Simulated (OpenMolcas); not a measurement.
**doublet CH6O2Si+ at 6 levels**

Wanted: a comparison of 6 runs (UHF/cc-pVDZ, UB3LYP/6-31G*, U-r2SCAN/cc-pVDZ, UB3LYP/cc-pVDZ, UPBE/cc-pVDZ, ROCCSD(T)/cc-pVDZ) of doublet CH6O2Si+. 

The calculation is run with OpenMolcas 26.06.

### 1 The system as given

CH6O2Si+ has 10 atoms, charge +1, and is taken as a doublet. SMILES of the parent species: `C[SiH](O)O`. Geometry: relaxed at PBE0-D4/def2-TZVP. This is one conformer, not always the lowest. That shape belongs to the parent species and isn't relaxed for this state.

Bond lengths: C1–Si2 1.852 Å, Si2–O3 1.647 Å, Si2–O4 1.646 Å, C1–H5 1.093 Å, C1–H6 1.093 Å, C1–H7 1.092 Å, Si2–H8 1.484 Å, O3–H9 0.958 Å, O4–H10 0.958 Å. Some angles: C1–Si2–O3 105.2°, C1–Si2–O4 112.8°, O3–Si2–O4 112.2°, C1–Si2–H8 113.0°, O3–Si2–H8 110.8°, O4–Si2–H8 103.1°, Si2–C1–H5 111.0°, Si2–C1–H6 110.6°, Si2–C1–H7 110.8°, Si2–O3–H9 117.2°.

### 2 A single-point energy at UHF/cc-pVDZ (run 1)

File test.inp:

```
&GATEWAY
  BasLib = $CurrDir
  Coord
  10
  angstrom
  C       -1.293000       0.347800      -0.146400
  Si       0.517500       0.180000       0.206800
  O        0.650400      -1.156000       1.160800
  O        1.425000       0.058500      -1.161600
  H       -1.681100      -0.549800      -0.635600
  H       -1.853400       0.489100       0.780800
  H       -1.484400       1.203800      -0.797400
  H        1.088600       1.369900       0.884700
  H        1.521500      -1.366900       1.499800
  H        1.192100      -0.627600      -1.788900
  Basis = cc-pVDZ
  Group = NoSym

&SEWARD

&SCF
  UHF
  Charge = 1
  Spin = 2
  Thresholds = 1e-10 1e-07 1e-07 1e-05
  PrOrbitals = 1 1
```

The basis set cc-pVDZ is read from a file made from the Basis Set Exchange's data (not shown).

Command:

```console
export MOLCAS_MEM=1860
pymolcas test.inp > test.log
```

The program printed:

```text
--- Start Module: gateway ---
[...]
--- Stop Module: gateway /rc=_RC_ALL_IS_WELL_ ---
--- Start Module: seward ---
[...]
      Basis functions           90
--- Stop Module: seward /rc=_RC_ALL_IS_WELL_ ---
[...]
--- Start Module: scf ---
[...]
       Convergence after  29 Iterations
[...]
::    Total SCF energy                               -479.7357855467
[...]
      Total spin, S                                     0.5119561518
[...]
      Total electronic charge=   41.000000
      Total            charge=    1.000000
[...]
      Dipole Moment (debye):
      Origin of the operator (angstrom)=    0.3965   -0.1003    0.0507
                   X= -3.3712E+00               Y=  1.1169E+00               Z= -6.1776E-01           Total=  3.6047E+00
      Center of Charge (angstrom)
[...]
--- Stop Module: scf /rc=_RC_ALL_IS_WELL_ ---
[...]
```

It took 11 s on 1 thread of Intel Xeon 6975P-C (Granite Rapids), shared host; peak memory 0.49 GiB.

### 3 A single-point energy at UB3LYP/6-31G(d) (Cartesian functions) (run 2)

File test.input:

```
* CH6O2Si Kohn-Sham DFT
>>> EXPORT MOLCAS_PRINT=2

&GATEWAY
 BASLIB
 $CurrDir
 BASISSET
 C.6-31Gs....
 C1 -1.293000 0.347800 -0.146400 angstrom
 End of Basis
 BASISSET
 Si.6-31Gs....
 Si2 0.517500 0.180000 0.206800 angstrom
 End of Basis
 BASISSET
 O.6-31Gs....
 O3 0.650400 -1.156000 1.160800 angstrom
 O4 1.425000 0.058500 -1.161600 angstrom
 End of Basis
 BASISSET
 H.6-31Gs....
 H5 -1.681100 -0.549800 -0.635600 angstrom
 H6 -1.853400 0.489100 0.780800 angstrom
 H7 -1.484400 1.203800 -0.797400 angstrom
 H8 1.088600 1.369900 0.884700 angstrom
 H9 1.521500 -1.366900 1.499800 angstrom
 H10 1.192100 -0.627600 -1.788900 angstrom
 End of Basis

&SEWARD
 GRIDINPUT
 Grid=UltraFine
 End of Grid

&SCF
 UHF
 CHARGE
 1
 SPIN
 2
 KSDFT
 B3LYP
 THRESHOLDS
 1e-10 1e-07 1e-07 1e-05
 PRORBITALS
 1 2
```

The basis set 6-31G* is read from a file made from the Basis Set Exchange's data (not shown).

Command:

```console
export MOLCAS_MEM=1860
pymolcas test.input > test.log
```

The program printed:

```text
--- Start Module: gateway ---
[...]
--- Stop Module: gateway /rc=_RC_ALL_IS_WELL_ ---
--- Start Module: seward ---
[...]
      Basis functions           76
--- Stop Module: seward /rc=_RC_ALL_IS_WELL_ ---
[...]
--- Start Module: scf ---
[...]
       Convergence after  28 Iterations
[...]
::    Total KS-DFT energy                            -481.3614707862
[...]
      Total spin, S                                     0.5030525702
[...]
      Total electronic charge=   41.000000
      Total            charge=    1.000000
[...]
      Dipole Moment (debye):
      Origin of the operator (angstrom)=    0.3965   -0.1003    0.0507
                   X= -7.6901E-01               Y=  8.2211E-02               Z= -3.4019E-01           Total=  8.4491E-01
      Center of Charge (angstrom)
[...]
--- Stop Module: scf /rc=_RC_ALL_IS_WELL_ ---
[...]
```

Wall time 49 s (1 thread of Intel Xeon 6975P-C (Granite Rapids), shared host); peak memory 0.43 GiB.

Run 3 isn't shown in full; the table further down has it.

### 4 The energy at UB3LYP/cc-pVDZ (run 4)

File coord.xyz:

```xyz
10

C     -1.293000     0.347800    -0.146400
Si     0.517500     0.180000     0.206800
O      0.650400    -1.156000     1.160800
O      1.425000     0.058500    -1.161600
H     -1.681100    -0.549800    -0.635600
H     -1.853400     0.489100     0.780800
H     -1.484400     1.203800    -0.797400
H      1.088600     1.369900     0.884700
H      1.521500    -1.366900     1.499800
H      1.192100    -0.627600    -1.788900
```

File run.inp:

```
&GATEWAY
 BasLib=$CurrDir
 Coord=coord.xyz
 Basis=cc-pVDZ
 Group=NoSym

&SEWARD
 GridInput
 Grid=UltraFine
 End of Grid

&SCF
 UHF
 Charge=1
 Spin=2
 KSDFT=B3LYP
 Thresholds=1e-10 1e-07 1e-07 1e-05
 PrOrbitals=1 2
```

The basis set cc-pVDZ is read from a file made from the Basis Set Exchange's data (not shown).

Command:

```console
export MOLCAS_MEM=1860
pymolcas run.inp > run.log
```

The program printed:

```text
--- Start Module: gateway ---
[...]
--- Stop Module: gateway /rc=_RC_ALL_IS_WELL_ ---
--- Start Module: seward ---
[...]
      Basis functions           90
--- Stop Module: seward /rc=_RC_ALL_IS_WELL_ ---
[...]
--- Start Module: scf ---
[...]
       Convergence after  28 Iterations
[...]
::    Total KS-DFT energy                            -481.3846889274
[...]
      Total spin, S                                     0.5031509037
[...]
      Total electronic charge=   41.000000
      Total            charge=    1.000000
[...]
      Dipole Moment (debye):
      Origin of the operator (angstrom)=    0.3965   -0.1003    0.0507
                   X= -7.8886E-01               Y=  1.4388E-01               Z= -3.1030E-01           Total=  8.5981E-01
      Center of Charge (angstrom)
[...]
--- Stop Module: scf /rc=_RC_ALL_IS_WELL_ ---
[...]
```

It took 71 s on 1 thread of Intel Xeon 6975P-C (Granite Rapids), shared host; peak memory 0.49 GiB.

Run 5 isn't shown in full; the table further down has it.

### 5 The energy at ROCCSD(T)/cc-pVDZ (run 6)

File run.input:

```
* CH6O2Si CCSD(T)
>>> EXPORT MOLCAS_PRINT=2
&GATEWAY
BasLib=$CurrDir
Coord
10
angstrom
C       -1.293000       0.347800      -0.146400
Si       0.517500       0.180000       0.206800
O        0.650400      -1.156000       1.160800
O        1.425000       0.058500      -1.161600
H       -1.681100      -0.549800      -0.635600
H       -1.853400       0.489100       0.780800
H       -1.484400       1.203800      -0.797400
H        1.088600       1.369900       0.884700
H        1.521500      -1.366900       1.499800
H        1.192100      -0.627600      -1.788900
Basis=cc-pVDZ
Group=NoSym
&SEWARD
&SCF
UHF
Charge=1
Spin=2
Thresholds=1e-10 1e-07 1e-07 1e-05
PrOrbitals=1
&RASSCF
FileOrb=$Project.UnaOrb
Spin=2
Nactel=1 0 0
Inactive=20
Ras2=1
OutOrbitals=Canonical
OrbListing=NoCore
&MOTRA
JobIph
Frozen=8
&CCSDT
CCT
Triples=3
Iterations=80
Accuracy=1e-08
Extrapolation=5 4
```

The basis set cc-pVDZ is read from a file made from the Basis Set Exchange's data (not shown).

Command:

```console
export MOLCAS_MEM=1860
pymolcas run.input > run.log
```

The program printed:

```text
--- Start Module: gateway ---
[...]
--- Stop Module: gateway /rc=_RC_ALL_IS_WELL_ ---
[...]
      Basis functions           90
[...]
       Convergence after  29 Iterations
[...]
::    Total SCF energy                               -479.7357855467
[...]
      Total spin, S                                     0.5119561518
[...]
      Number of active orbitals                  1
[...]
      Spin quantum number                      0.5
[...]
      Active orbitals                            1
[...]
      Number of CSFs                             1
[...]
      Number of root(s) required                 1
[...]
      Convergence after 14 iterations
[...]
      printout of CI-coefficients larger than  0.05 for root  1
      energy=    -479.730277
      conf/sym  1     Coeff  Weight
             1  u   1.00000 1.00000
      Natural orbitals and occupation numbers for root  1
      sym 1:   1.000000
      ************************************************************************************************************************
      *                                                    Final results                                                     *
[...]
::    RASSCF root number  1 Total energy:   -479.73027706
[...]
      Total electronic charge=   41.000000
      Total            charge=    1.000000
[...]
      Dipole Moment (debye):
      Origin of the operator (angstrom)=    0.3965   -0.1003    0.0507
                   X= -3.7754E+00               Y=  1.0486E+00               Z= -6.8155E-01           Total=  3.9771E+00
      Center of Charge (angstrom)
[...]
--- Start Module: motra ---
[...]
      *** WARNING: Default frozen orbitals is overwritten by user input.
      *** Default values:   5
[...]
--- Stop Module: motra /rc=_RC_ALL_IS_WELL_ ---
[...]
--- Start Module: ccsdt ---
[...]
      Convergence after                    39  Iterations
      Total energy (diff) :    -480.38208168       0.00000001
[...]
 METHOD                       : CCSD+T(CCSD)+<T3(1)WT1>+<T3(1)UT2> = CCSD(T)
[...]
       CCSD     =      -480.3820816831059
[...]
--- Stop Module: ccsdt /rc=_RC_ALL_IS_WELL_ ---
[...]
```

Wall time 98 s (1 thread of Intel Xeon 6975P-C (Granite Rapids), shared host); peak memory 0.49 GiB.

### 6 All runs side by side

| run | level | Cartesian functions | integration grid | energy (Eh) | HOMO energy (eV) | LUMO energy (eV) | ⟨S²⟩ | wall time |
| --- | --- | --- | --- | --- | --- | --- | --- | --- |
| 1 | UHF/cc-pVDZ | no | – | -479.735786 | -18.45 | -9.27 | 0.774 | 11 s |
| 2 | UB3LYP/6-31G* (Cartesian functions) | yes | UltraFine | -481.361471 | -14.81 | -12.99 | 0.756 | 49 s |
| 3 | U-r2SCAN/cc-pVDZ | no | UltraFine | -481.248566 | -14.01 | -13.40 | 0.756 | 1.8 min |
| 4 | UB3LYP/cc-pVDZ | no | UltraFine | -481.384689 | -14.77 | -12.94 | 0.756 | 71 s |
| 5 | UPBE/cc-pVDZ | no | UltraFine | -481.004629 | -13.70 | -13.26 | 0.752 | 83 s |
| 6 | ROCCSD(T)/cc-pVDZ | no | – | -480.400103 | – | – | – | 98 s |

### 7 Results

| quantity | value |
| --- | --- |
| run 6: total energy | -480.40010 Eh |
| run 6: (T) correction | -18.02 mEh |

In words: Totals of different functionals can't be ranked against each other. All runs together took 7 min, the longest 1.8 min.
